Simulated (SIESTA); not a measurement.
**Ta3AsAu2O13 in SIESTA: the effect of functional**

Crystal: Ta3AsAu2O13.

```xyz
19
Lattice="5.2424 3.0267 4.1427 -5.2424 3.0267 4.1427 0.0000 -6.0534 4.1427" Properties=species:S:1:pos:R:3 pbc="T T T"
Ta   -1.7887    1.0327    4.2854
Ta    0.0000   -2.0655    4.2854
Ta    1.7887    1.0327    4.2854
As    0.0000    0.0000    6.9446
Au    0.0000    0.0000   12.0005
Au    0.0000    0.0000    9.3342
O    -1.3566    0.7832    6.1532
O     0.0000   -1.5665    6.1532
O     1.3566    0.7832    6.1532
O     2.5380   -0.6359    3.6068
O    -0.7183    2.5159    3.6068
O    -1.8197   -1.8800    3.6068
O     1.8197   -1.8800    3.6068
O    -2.5380   -0.6359    3.6068
O     0.7183    2.5159    3.6068
O    -3.3469    1.9323    4.0073
O     0.0000   -3.8647    4.0073
O     3.3469    1.9323    4.0073
O     0.0000    0.0000    3.8329
```

The cell was built by a generator and needn't be a form met in nature.

Alike in all runs:

```yaml
Program: SIESTA 5.4.2
Task: band structure
Basis: DZP (energy shift 0.003 Ry; two zetas on semicore shells)
Grid_cutoff: 800 Ry
Energy_shift: 0.003 Ry
k_mesh: 4 × 4 × 4
Occupations: fermi-dirac, width 0.05 eV
Spin: no spin polarisation
```

```tsv
functional	potentials or basis	gap on the mesh (eV)	pressure (GPa)	largest force (eV/Å)
LDA	PseudoDojo 0.4 standard (LDA files)	0.84	-4.0	0.58
PBEsol	PseudoDojo 0.4 standard (PBEsol files)	0.87	-1.0	0.62
RPBE	PseudoDojo 0.4 standard (PBE files)	0.99	3.8	0.82
BLYP	PseudoDojo 0.4 standard (PBE files)	0.95	5.1	0.94
AM05	PseudoDojo 0.4 standard (PBEsol files)	?	?	?
```

**Question.** What does the run with functional AM05 give?

**Answer.** gap on the mesh 0.88 eV; pressure -0.7 GPa; largest force 0.57 eV/Å.

Caveats: short orbitals over semicore shells can move pressures by several GPa; spin-orbit coupling is left out, which moves the levels of the heavy elements; the basis of atomic orbitals isn't converged, which shifts pressures, moduli and gaps; the potentials were made for another functional, which shifts forces and pressure (some runs).

Runs at the PBE level aren't shown here.
